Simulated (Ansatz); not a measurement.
# C₂H₁₀NNbO₄: ionisation energy by level of theory

One table from this session's results is given with a row withheld; the runs are named, their logs left out.

Program: Ansatz 0.2.0, Gaussian basis. Level of theory: unrestricted cation, the program's frozen cores in correlated methods. These are calculated values, not measurements.

Plan: UKS PBE-D4/def2-TZVPP; UKS r2SCAN-D4/def2-TZVPP; UKS PBE0-D4/def2-TZVPP; UKS B3LYP-D4/def2-TZVPP; UKS wB97X-V/def2-TZVPP; UKS wB97M-V/def2-TZVPP; UKS B2PLYP/def2-TZVPP; UHF-CCSD(T)/def2-TZVPP; UHF-MP2/def2-QZVPP; extrapolation to the limit; then −ε(HOMO) from the neutral's earlier runs with LDA (SPW92), PBE-D4, revPBE-D4, BLYP-D4, r2SCAN-D4, B97M-V, PBE0-D4, B3LYP-D4, r2SCANh-D4, r2SCAN0-D4, HSE06-D4, BHLYP-D4, CAM-B3LYP-D4, LC-ωPBE, ωB97X-V, ωB97M-V.

1 further run of the same task is left out (for a known fault of the program).

## The geometry

The geometry comes from an earlier relaxation with PBE0-D4 in a triple-zeta def2 set; it is a stationary point, not always the lowest conformer. Nb takes the def2 core potential; no spin-orbit term is included.

18 atoms, charge 0, spin multiplicity 1.

Atoms are counted from 1 here; the program's logs count them from 0.

Bond lengths: C1–N2 1.445 Å, C1–H9 1.099 Å, C1–H10 1.090 Å, C1–H11 1.098 Å, N2–C3 1.444 Å, N2–Nb4 1.955 Å, C3–H12 1.089 Å, C3–H13 1.098 Å, C3–H14 1.098 Å, Nb4–O5 1.907 Å, Nb4–O6 1.960 Å, Nb4–O7 1.947 Å, Nb4–O8 1.904 Å, O5–H15 0.959 Å, O6–H16 0.958 Å, O7–H17 0.955 Å, O8–H18 0.958 Å. Angles: N2–C1–H9 110.9°, N2–C1–H10 111.0°, N2–C1–H11 110.8°, H9–C1–H10 107.8°, H9–C1–H11 107.9°, H10–C1–H11 108.4°, C1–N2–C3 113.2°, C1–N2–Nb4 121.8°, C3–N2–Nb4 125.0°, N2–C3–H12 110.6°, N2–C3–H13 111.1°, N2–C3–H14 110.5°, H12–C3–H13 108.6°, H12–C3–H14 108.1°, H13–C3–H14 107.8°, N2–Nb4–O5 112.7°, N2–Nb4–O6 116.3°, N2–Nb4–O7 96.0° and more.

The first run:

in.yaml

```yaml
crystal:
  periodic: [false, false, false]
  atoms:
    - {symbol: C, position_ang: [1.598285, 0.202281, -1.177976]}
    - {symbol: N, position_ang: [0.661402, -0.450926, -0.293044]}
    - {symbol: C, position_ang: [1.162457, -1.691908, 0.248630]}
    - {symbol: Nb, position_ang: [-1.072008, 0.343322, 0.138425]}
    - {symbol: O, position_ang: [-2.029776, 0.904933, -1.411707]}
    - {symbol: O, position_ang: [-1.501479, 0.510378, 2.042986]}
    - {symbol: O, position_ang: [-0.426519, 2.173642, 0.289550]}
    - {symbol: O, position_ang: [-1.961136, -1.320105, 0.396225]}
    - {symbol: H, position_ang: [2.539400, 0.424990, -0.656402]}
    - {symbol: H, position_ang: [1.192894, 1.143234, -1.550587]}
    - {symbol: H, position_ang: [1.832295, -0.438146, -2.038222]}
    - {symbol: H, position_ang: [0.401485, -2.181238, 0.854763]}
    - {symbol: H, position_ang: [2.050444, -1.520629, 0.871768]}
    - {symbol: H, position_ang: [1.447178, -2.377675, -0.560272]}
    - {symbol: H, position_ang: [-2.056564, 1.827204, -1.674863]}
    - {symbol: H, position_ang: [-1.416016, 1.382511, 2.430702]}
    - {symbol: H, position_ang: [-0.003799, 2.685844, 0.976375]}
    - {symbol: H, position_ang: [-2.455947, -1.606511, 1.165452]}
basis:
  gaussian: {orbitals: def2-TZVPP}
total_charge: 1
magnetization: {spin_polarized: true, initial_magnetization: 1}
hamiltonian: {xc: pbe, dispersion: d4}
```

Run with:

```bash
$ ansatz run in.yaml --threads 4 --pin off --events-out ev --progress --plain --max-ram 63488MiB --backend cuda --devices 0, --max-vram 37GiB
```

Among the steps run: Cation, UKS PBE-D4/def2-TZVPP; Cation, UKS r2SCAN-D4/def2-TZVPP; Cation, UKS PBE0-D4/def2-TZVPP; Cation, UKS B3LYP-D4/def2-TZVPP; Cation, UKS wB97X-V/def2-TZVPP; Cation, UKS wB97M-V/def2-TZVPP; Cation, UKS B2PLYP (frozen core)/def2-TZVPP; Cation, UHF-CCSD(T)/def2-TZVPP; Cation, UHF-MP2/def2-QZVPP.

One of the session's tables, all rows but one given; the rest of the session is left out.

It belongs to the step «Ionisation energies side by side». For comparison, −ε(HOMO) of the neutral from earlier runs:

```
  functional  −ε(HOMO) (eV)
 LDA (SPW92)           5.49
      PBE-D4           5.34
   revPBE-D4           5.28
     BLYP-D4           5.25
   r2SCAN-D4           5.60
      B97M-V              ?
     PBE0-D4           6.66
    B3LYP-D4           6.46
  r2SCANh-D4           6.09
  r2SCAN0-D4           6.84
    HSE06-D4           6.26
    BHLYP-D4           7.93
CAM-B3LYP-D4           8.03
     LC-ωPBE           9.31
     ωB97X-V           9.00
     ωB97M-V           8.92
```

**Question.** Estimate the row for B97M-V.

**Answer.** −ε(HOMO) (eV): 5.71. In the column «−ε(HOMO) (eV)» it lies between r2SCAN-D4 (5.60) and r2SCANh-D4 (6.09).

To keep in mind: The cation may have settled in a state other than its lowest; no search over hole states beyond the program's own was made.
